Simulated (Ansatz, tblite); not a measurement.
**The cluster Ga3Cl6+: one state, many levels**

The task here is to estimate one member of a computed series from the others.

Computed with Ansatz 0.2.0, Gaussian basis. Level: as each input shows.

Plan: GFN1-xTB, GFN2-xTB, PBE-D4/def2-TZVP, r2SCAN-D4/def2-TZVP, ωB97M-V/def2-TZVP, ωB97X-V/def2-TZVP, PBE-D4/def2-SVP, PBE0-D4/def2-SVP, HF/6-31G, B3LYP-D4/6-31G, MP2/def2-SVP, RPA/def2-SVP.

2 further runs of the same task are left out: 1 that didn't finish, 1 set aside as unsound or not needed. Runs told in other sessions of the task aren't counted.

## The structure

The geometry is that of the singlet, from an earlier relaxation (PBE-D4/def2-SVP). At that level it is the lowest of the isomers that a small search found.

9 atoms, charge 1, spin multiplicity 1.

Bond lengths: Ga1–Cl5 2.102 Å, Ga1–Cl7 2.311 Å, Ga1–Cl8 2.309 Å, Ga1–Cl9 2.311 Å, Ga2–Ga3 2.458 Å, Ga2–Cl4 2.111 Å, Ga2–Cl7 2.418 Å, Ga2–Cl9 2.420 Å, Ga3–Cl6 2.108 Å, Ga3–Cl8 2.424 Å. Angles: Cl5–Ga1–Cl7 121.1°, Cl5–Ga1–Cl8 116.8°, Cl5–Ga1–Cl9 121.1°, Cl7–Ga1–Cl8 100.4°, Cl7–Ga1–Cl9 92.1°, Cl8–Ga1–Cl9 100.4°, Ga3–Ga2–Cl4 138.1°, Ga3–Ga2–Cl7 95.9°, Ga3–Ga2–Cl9 95.6°, Cl4–Ga2–Cl7 114.0°, Cl4–Ga2–Cl9 113.9°, Cl7–Ga2–Cl9 86.9°, Ga2–Ga3–Cl6 155.5°, Ga2–Ga3–Cl8 98.7°, Cl6–Ga3–Cl8 105.9°, Ga1–Cl7–Ga2 83.6°, Ga1–Cl8–Ga3 98.8°, Ga1–Cl9–Ga2 83.6°.

The ion is computed in the gas phase, without counter-ions or solvent.

PBE0-D4/def2-TZVP was run before; its log isn't repeated, and its numbers join the tables.

Set-up of the first run:

Tight binding, by tblite at 300 K electronic temperature and without a spin-polarisation term:

```python
tblite.interface.Calculator('GFN1-xTB', numbers, positions, charge=1, uhf=0).singlepoint()
```

Tight binding, by tblite at 300 K electronic temperature and without a spin-polarisation term:

```python
tblite.interface.Calculator('GFN2-xTB', numbers, positions, charge=1, uhf=0).singlepoint()
```

start.molden holds the orbitals of an earlier run on this state, given as this run's starting guess.

in.yaml

```yaml
crystal:
  periodic: [false, false, false]
  atoms:
    - {symbol: Ga, position_ang: [0.562338, 1.550549, 0.729474]}
    - {symbol: Ga, position_ang: [0.359466, -0.797447, -1.364249]}
    - {symbol: Ga, position_ang: [-1.247975, -1.531146, 0.345065]}
    - {symbol: Cl, position_ang: [1.105221, -1.480730, -3.217586]}
    - {symbol: Cl, position_ang: [1.191634, 3.353266, 1.607912]}
    - {symbol: Cl, position_ang: [-2.680221, -2.816808, 1.204108]}
    - {symbol: Cl, position_ang: [2.077692, -0.109076, 0.191661]}
    - {symbol: Cl, position_ang: [-1.006940, 0.319221, 1.891830]}
    - {symbol: Cl, position_ang: [-0.361226, 1.512162, -1.388215]}
basis:
  gaussian: {orbitals: def2-TZVP, initial_orbitals: start.molden}
total_charge: 1
hamiltonian: {xc: pbe, dispersion: d4}
scf: {omitted_lower_state_checks: [starts]}
output: {orbitals: {seedname: orbitals}}
```

Started as:

```console
> ansatz run in.yaml --threads 4 --pin off --events-out ev --progress --plain --max-ram 6963MiB
```

Among the steps run: PBE-D4/def2-TZVP; r2SCAN-D4/def2-TZVP; ωB97M-V/def2-TZVP; ωB97X-V/def2-TZVP; PBE-D4/def2-SVP; PBE0-D4/def2-SVP; HF/6-31G; B3LYP-D4/6-31G; MP2/def2-SVP; RPA/def2-SVP.

One of the session's tables, all rows but one given; the rest of the session is left out.

```
              level  HOMO (eV)  LUMO (eV)  gap (eV)
           HF/6-31G     -16.39      -4.92     11.47
    PBE-D4/def2-SVP     -11.80      -7.84      3.96
   PBE-D4/def2-TZVP     -11.77      -7.79      3.98
r2SCAN-D4/def2-TZVP     -12.12      -7.60      4.51
     B3LYP-D4/6-31G     -13.20      -7.91      5.29
   PBE0-D4/def2-SVP          ?          ?         ?
  PBE0-D4/def2-TZVP     -13.01      -6.95      6.06
  ωB97X-V/def2-TZVP     -15.22      -5.05     10.17
  ωB97M-V/def2-TZVP     -15.03      -5.18      9.85
```

Estimate the missing values for PBE0-D4/def2-SVP.

As computed: HOMO (eV): -13.10; LUMO (eV): -7.04; gap (eV): 6.07. In the column «HOMO (eV)» it lies between B3LYP-D4/6-31G (-13.20) and PBE0-D4/def2-TZVP (-13.01).
